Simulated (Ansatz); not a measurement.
# C₆H₃F₃: one species, many methods

The task here is to estimate one member of a computed series from the others.

Computed with Ansatz 0.2.0, Gaussian basis. Level: functionals in def2-TZVPP, the program's frozen cores in correlated methods.

Plan: LDA (SPW92), PBE-D4, revPBE-D4, BLYP-D4, r2SCAN-D4, B97M-V, PBE0-D4, B3LYP-D4, r2SCANh-D4, r2SCAN0-D4, HSE06-D4, BHLYP-D4, CAM-B3LYP-D4, LC-ωPBE, ωB97X-V, ωB97M-V, B2PLYP, PBE-QIDH; CCSD(T)/def2-SVP; MP2/def2-TZVPP; MP2/def2-QZVPP; RPA on PBE.

**Structure used throughout**

An earlier PBE0-D4 in a triple-zeta def2 set relaxation fixed the geometry.

12 atoms, charge 0, spin multiplicity 1.

Atoms are counted from 1 here; the program's logs count them from 0.

Bond lengths: F1–C2 1.330 Å, C2–C3 1.380 Å, C2–C8 1.386 Å, C3–C4 1.386 Å, C3–H10 1.082 Å, C4–C5 1.386 Å, C4–H11 1.083 Å, C5–C6 1.380 Å, C5–H12 1.082 Å, C6–F7 1.330 Å, C6–C8 1.386 Å, C8–F9 1.325 Å. Angles: F1–C2–C3 120.5°, F1–C2–C8 118.3°, C3–C2–C8 121.1°, C2–C3–C4 119.1°, C2–C3–H10 118.9°, C4–C3–H10 122.0°, C3–C4–C5 120.8°, C3–C4–H11 119.6°, C5–C4–H11 119.6°, C4–C5–C6 119.1°, C4–C5–H12 122.0°, C6–C5–H12 118.9°, C5–C6–F7 120.5°, C5–C6–C8 121.1°, F7–C6–C8 118.3°, C2–C8–C6 118.8°, C2–C8–F9 120.6°, C6–C8–F9 120.6°.

Set-up of the first run:

Contents of in.yaml:

```yaml
crystal:
  periodic: [false, false, false]
  atoms:
    - {symbol: F, position_ang: [0.542093, -1.683361, 2.024505]}
    - {symbol: C, position_ang: [0.300079, -0.866892, 1.002901]}
    - {symbol: C, position_ang: [0.993939, -1.002089, -0.182771]}
    - {symbol: C, position_ang: [0.716870, -0.134279, -1.227514]}
    - {symbol: C, position_ang: [-0.241571, 0.857910, -1.092230]}
    - {symbol: C, position_ang: [-0.922496, 0.973641, 0.102962]}
    - {symbol: F, position_ang: [-1.848047, 1.914877, 0.265129]}
    - {symbol: C, position_ang: [-0.662504, 0.117495, 1.161308]}
    - {symbol: F, position_ang: [-1.322464, 0.237957, 2.304227]}
    - {symbol: H, position_ang: [1.738243, -1.783306, -0.267807]}
    - {symbol: H, position_ang: [1.255998, -0.232674, -2.161151]}
    - {symbol: H, position_ang: [-0.472941, 1.545522, -1.895459]}
basis:
  gaussian: {orbitals: def2-TZVPP}
hamiltonian: {xc: lda}
output: {orbitals: {seedname: orbitals}}
```

Run with:

```
ansatz run in.yaml --threads 4 --pin off --events-out ev --progress --plain --max-ram 11315MiB
```

Steps of the session up to this table: LDA; PBE-D4 (GGA); revPBE-D4 (GGA); BLYP-D4 (GGA); r2SCAN-D4 (meta-GGA); B97M-V (meta-GGA); PBE0-D4 (hybrid); B3LYP-D4 (hybrid); r2SCANh-D4 (hybrid); r2SCAN0-D4 (hybrid); HSE06-D4 (hybrid); BHLYP-D4 (hybrid); CAM-B3LYP-D4 (range-separated); LC-ωPBE (range-separated); ωB97X-V (range-separated); ωB97M-V (range-separated); B2PLYP (double hybrid); PBE-QIDH (double hybrid).

One table of the session follows, with a row left open; its other results are not shown here.

It belongs to the step «Orbital energies across the functionals». 

| functional | HOMO (eV) | gap (eV) |
| --- | --- | --- |
| LDA (SPW92) | -6.65 | 4.93 |
| PBE-D4 | -6.41 | 4.97 |
| revPBE-D4 | -6.32 | 4.99 |
| BLYP-D4 | -6.26 | 4.95 |
| r2SCAN-D4 | -6.63 | 5.36 |
| B97M-V | -6.64 | 5.45 |
| PBE0-D4 | -7.57 | 6.99 |
| B3LYP-D4 | -7.36 | 6.56 |
| r2SCANh-D4 | -7.07 | 6.11 |
| r2SCAN0-D4 | -7.73 | 7.23 |
| HSE06-D4 | -7.18 | 6.22 |
| BHLYP-D4 | ? | ? |
| CAM-B3LYP-D4 | -8.85 | 9.32 |
| LC-ωPBE | -10.10 | 11.62 |
| ωB97X-V | -9.75 | 11.29 |
| ωB97M-V | -9.67 | 11.15 |

Estimate the missing values for BHLYP-D4.

Worked estimate for «HOMO (eV)». Against the share of exact exchange, BLYP-D4 (0, -6.26), B3LYP-D4 (0.2, -7.36) give a slope of -5.50 per unit share; at 0.5 the line stands at -9.01.

As computed: HOMO (eV): -8.56; gap (eV): 8.96. In «HOMO (eV)» the line misses by -0.45.
